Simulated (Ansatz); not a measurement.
# C₃H₅ClSi: a ladder of functionals and wavefunction methods

How much do the methods differ for C₃H₅ClSi? The plan is to run it at one geometry with functionals of several rungs and with coupled cluster. The yardstick is the atomisation energy at the CCSD(T) limit.

Method: functionals in def2-TZVPP, the program's frozen cores in correlated methods; program: Ansatz 0.2.0, Gaussian basis.

Levels to be run: PBE-D4, r2SCAN-D4, PBE0-D4, B3LYP-D4, ωB97X-V, ωB97M-V, B2PLYP; CCSD(T)/def2-TZVPP; MP2/def2-QZVPP; extrapolation to the limit.

### Step 1. Structure used throughout

The geometry comes from an earlier relaxation with PBE0-D4 in a triple-zeta def2 set; it is a stationary point, not always the lowest conformer.

SMILES `C=C1[SiH2]C1Cl`, 10 atoms, charge 0, spin multiplicity 1.

Atoms are counted from 1 here; the program's logs count them from 0.

Bond lengths: C1–C2 1.321 Å, C1–H6 1.085 Å, C1–H7 1.088 Å, C2–Si3 1.823 Å, C2–C4 1.494 Å, Si3–C4 1.876 Å, Si3–H8 1.480 Å, Si3–H9 1.477 Å, C4–Cl5 1.765 Å, C4–H10 1.089 Å. Angles: C2–C1–H6 121.5°, C2–C1–H7 121.3°, H6–C1–H7 117.2°, C1–C2–Si3 152.9°, C1–C2–C4 135.5°, Si3–C2–C4 68.0°, C2–Si3–C4 47.6°, C2–Si3–H8 122.4°, C2–Si3–H9 117.7°, C4–Si3–H8 118.2°, C4–Si3–H9 119.8°, H8–Si3–H9 114.8°, C2–C4–Si3 64.3°, C2–C4–Cl5 119.4°, C2–C4–H10 114.7°, Si3–C4–Cl5 126.9°, Si3–C4–H10 114.8°, Cl5–C4–H10 109.9°.

### Step 2. PBE-D4 (GGA)

in.yaml reads:

```yaml
crystal:
  periodic: [false, false, false]
  atoms:
    - {symbol: C, position_ang: [-0.095382, 1.734370, 0.254769]}
    - {symbol: C, position_ang: [0.150065, 0.439166, 0.173703]}
    - {symbol: Si, position_ang: [0.078345, -1.268082, 0.808051]}
    - {symbol: C, position_ang: [0.201854, -0.568804, -0.928187]}
    - {symbol: Cl, position_ang: [-1.059296, -0.569187, -2.163013]}
    - {symbol: H, position_ang: [-0.177258, 2.237240, 1.212222]}
    - {symbol: H, position_ang: [-0.234401, 2.340239, -0.637753]}
    - {symbol: H, position_ang: [1.261843, -1.956046, 1.370492]}
    - {symbol: H, position_ang: [-1.221054, -1.759472, 1.309617]}
    - {symbol: H, position_ang: [1.178485, -0.680524, -1.396902]}
basis:
  gaussian: {orbitals: def2-TZVPP}
hamiltonian: {xc: pbe, dispersion: d4}
output: {forces: true, orbitals: {seedname: orbitals}}
```

Started as:

```console
$ ansatz run in.yaml --threads 4 --pin off --events-out ev --progress --plain --max-ram 10444MiB
```

After this run come: r2SCAN-D4 (meta-GGA); PBE0-D4 (hybrid); B3LYP-D4 (hybrid); ωB97X-V (range-separated); ωB97M-V (range-separated); B2PLYP (double hybrid); CCSD(T) in def2-TZVPP; MP2 in def2-QZVPP.

Before running them: what should the planned runs give, taken together? Wanted: atomisation energy, CCSD(T)/CBS; farthest; mean size of error, hybrid; mean size of error, range-separated; gap, smallest and largest; T1 diagnostic; triples share of the correlation energy.

As calculated:

```
                               quantity                                 value
        atomisation energy, CCSD(T)/CBS                         3695.7 kJ/mol
 functionals within 18.5 kJ/mol (0.5 %)                     B3LYP-D4, ωB97X-V
                               farthest                PBE-D4 (+114.6 kJ/mol)
             mean size of error, hybrid                           23.9 kJ/mol
    mean size of error, range-separated                           18.9 kJ/mol
              gap, smallest and largest  3.77 eV (PBE-D4), 10.37 eV (ωB97X-V)
                          T1 diagnostic                                0.0121
triples share of the correlation energy                                 4.6 %
```

What this shows: PBE-D4 misses by +114.6 kJ/mol. Double hybrids carry the basis error of their MP2 part in triple zeta, and no dispersion term here, so their miss is partly the set-up's. Misses under about 18.5 kJ/mol are within the doubt on the reference itself, which lacks core-valence correlation, relativity and higher excitations. Hartree-Fock recovers 72 % of the binding; the rest is correlation. Orbital gaps span 3.8 to 10.4 eV; exact exchange widens them. The restricted reference is unstable towards a spin-broken one.
